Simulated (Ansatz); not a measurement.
# HfH₂ (singlet): wave-function methods side by side, def2-TZVPP

One table from this session's results is given with a row withheld; the runs are named, their logs left out.

The runs use Ansatz 0.2.0, Gaussian basis; def2-TZVPP, core rule «outside noble gas», up to 4 orbitals frozen.

The runs, in order: UHF; CCSD(T) on RHF; CCSD(T) on UHF; CCSDT(Q) on RHF; CCSDT(Q) on UHF.

24 further runs of the same task are left out: 6 for a known fault of the program, 9 that didn't finish, 9 set aside as unsound or not needed. Runs told in other sessions of the task aren't counted.

### The system

The geometry is a PBE0/def2-TZVP stationary point (not a proven minimum). No spin-orbit coupling is included. Elements past krypton take def2 core potentials.

3 atoms, charge 0, spin multiplicity 1.

Atoms are counted from 1 here; the program's logs count them from 0.

Bond lengths: Hf1–H2 1.912 Å, Hf1–H3 1.912 Å. Angles: H2–Hf1–H3 180.0°.

Set-up of the first run:

Input file in.yaml:

```yaml
crystal:
  periodic: [false, false, false]
  atoms:
    - {symbol: Hf, position_ang: [0.000000, 0.000000, 0.000000]}
    - {symbol: H, position_ang: [0.000000, 0.000000, -1.911800]}
    - {symbol: H, position_ang: [0.000000, 0.000000, 1.911800]}
basis:
  gaussian: {orbitals: def2-TZVPP}
magnetization: {spin_polarized: true, initial_magnetization: 0}
hamiltonian: {xc: hf}
output: {orbitals: {seedname: orbitals}}
```

Started as:

```
$ ansatz run in.yaml --threads 1 --pin off --events-out ev --progress --plain --max-ram 2393MiB
```

Steps of the session up to this table: UHF; CCSD(T) on RHF; CCSD(T) on UHF; CCSDT(Q) on RHF; CCSDT(Q) on UHF.

One of the session's tables, all rows but one given; the rest of the session is left out.

It belongs to the step «Misses and costs». 

```
   method  from RCCSDT(Q) (kJ/mol)
      RHF                   +333.9
      UHF                   +291.0
     RMP2                    +82.5
     UMP2                    +79.7
    RCCSD                    +15.0
    UCCSD                    +16.7
 RCCSD(T)                     +4.1
 UCCSD(T)                     +8.9
   RCCSDT                     +0.6
   UCCSDT                     +5.2
RCCSDT(Q)                        0
UCCSDT(Q)                        ?
```

**Question.** Estimate the row for UCCSDT(Q).

The run gave: from RCCSDT(Q) (kJ/mol): +4.7. In the column «from RCCSDT(Q) (kJ/mol)» it lies between RCCSD(T) (+4.1) and UCCSDT (+5.2).

With the free atoms at the same levels and basis (separate runs), the atomisation energy is 5.518 eV at RCCSDT(Q), 5.512 eV at RCCSD(T), 5.462 eV at UCCSD(T), 3.821 eV at RHF.

To keep in mind: The determinant of HF (⟨S²⟩ 0.85) is far from a pure spin state, so its energy mixes those of several spin states; that is harmless only where they are near-degenerate. The determinant of CCSD(T) (⟨S²⟩ 0.85) is far from a pure spin state, so its energy mixes those of several spin states; high orders of coupled cluster remove much of that, low ones don't. The determinant of CCSDT(Q) (⟨S²⟩ 0.85) is far from a pure spin state, so its energy mixes those of several spin states; high orders of coupled cluster remove much of that, low ones don't. Warnings: restricted reference is unstable; spin contamination. Restricted and unrestricted rows rest on different reference determinants; a gap between their highest levels can come from leftover correlation error, from unlike frozen cores or from another state.
